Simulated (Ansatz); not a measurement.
Task: the interaction energy of a dimer with the counterpoise correction of ClH2ISi, SMILES Cl[SiH2]I, with Ansatz 0.2.0, Python API. Give the script and its output. Use (for the species named): Hartree-Fock, def2-SVP basis, multiplicity 1.

```json
{"atom": "Cl", "x (Å)": "-1.6621", "y (Å)": "0.4181", "z (Å)": "-0.9122"}
{"atom": "Si", "x (Å)": "-0.0268", "y (Å)": "0.0696", "z (Å)": "0.1651"}
{"atom": "I", "x (Å)": "1.4909", "y (Å)": "-1.2621", "z (Å)": "-1.1850"}
{"atom": "H", "x (Å)": "-0.3533", "y (Å)": "-0.6635", "z (Å)": "1.3806"}
{"atom": "H", "x (Å)": "0.6012", "y (Å)": "1.3642", "z (Å)": "0.5101"}
```

Script `dimer_clh2isi.py`:
```python
# -*- coding: utf-8 -*-
"""Interaction energy of two ClH2ISi molecules, with the counterpoise correction."""

import ansatz

FIRST = [
    ("Cl", (-1.6721, 0.4328, -0.9039)),
    ("Si", (-0.0368, 0.0843, 0.1734)),
    ("I", (1.4809, -1.2474, -1.1767)),
    ("H", (-0.3633, -0.6488, 1.3889)),
    ("H", (0.5912, 1.3789, 0.5184)),
]
SECOND = [
    ("Cl", (2.2638, 0.1538, 4.2167)),
    ("Si", (0.5206, 0.8953, 4.8232)),
    ("I", (-0.0945, 2.6956, 3.3131)),
    ("H", (0.6242, 1.4219, 6.1772)),
    ("H", (-0.4962, -0.1786, 4.776)),
]

def energy(atoms, ghosts=()):
    molecule = ansatz.Crystal.molecule()
    for symbol, xyz in atoms:
        molecule = molecule.atom(symbol, xyz)
    calc = (
        molecule.calculation()
        .basis(gaussian="def2-SVP")
        .functional("hf")
    )
    deck = calc.input()
    if ghosts:
        deck = deck.set(ansatz.key.basis.gaussian.ghost_atoms, [{"symbol": s, "position_ang": list(xyz)} for s, xyz in ghosts])
    return ansatz.Session.from_dict(deck).plan().execute().report["free_energy_ev"]


def main():
    # ghost atoms carry the functions of the partner
    both = energy(FIRST + SECOND)
    alone = energy(FIRST) + energy(SECOND)
    ghosted = energy(FIRST, SECOND) + energy(SECOND, FIRST)
    print(f"dimer {both:.6f} eV")
    print(f"interaction, uncorrected   {96.485332 * (both - alone):8.3f} kJ/mol")
    print(f"interaction, counterpoise  {96.485332 * (both - ghosted):8.3f} kJ/mol")
    print(f"basis-set superposition    {96.485332 * (alone - ghosted):8.3f} kJ/mol")


if __name__ == "__main__":
    main()
```

```console
$ python dimer_clh2isi.py
dimer -56931.331779 eV
interaction, uncorrected      6.103 kJ/mol
interaction, counterpoise     8.187 kJ/mol
basis-set superposition       2.084 kJ/mol
```

Uncorrected it is 6.103 kJ/mol, with the counterpoise correction 8.187 kJ/mol; the difference, 2.08 kJ/mol, is the superposition error. In this basis both values are repulsive.

Reading the output:
- Total energies depend on the basis set; only differences at equal settings carry meaning.
- The dimer is a generated trial pose of unrelaxed monomers, not a minimum, so the figure is no binding energy, and the basis set is small.
- def2 sets replace the cores of elements past krypton by effective core potentials.
- Hartree-Fock leaves correlation out, so bond, atomisation and ionisation energies come out well too low.
- This level lacks the dispersion part of the attraction (electrostatics and induction are there), which can decide the sign where the interaction is weak.
- Run time: 22 s on 1 thread of Arm Neoverse N1, on a shared host, peak memory 0.45 GiB.
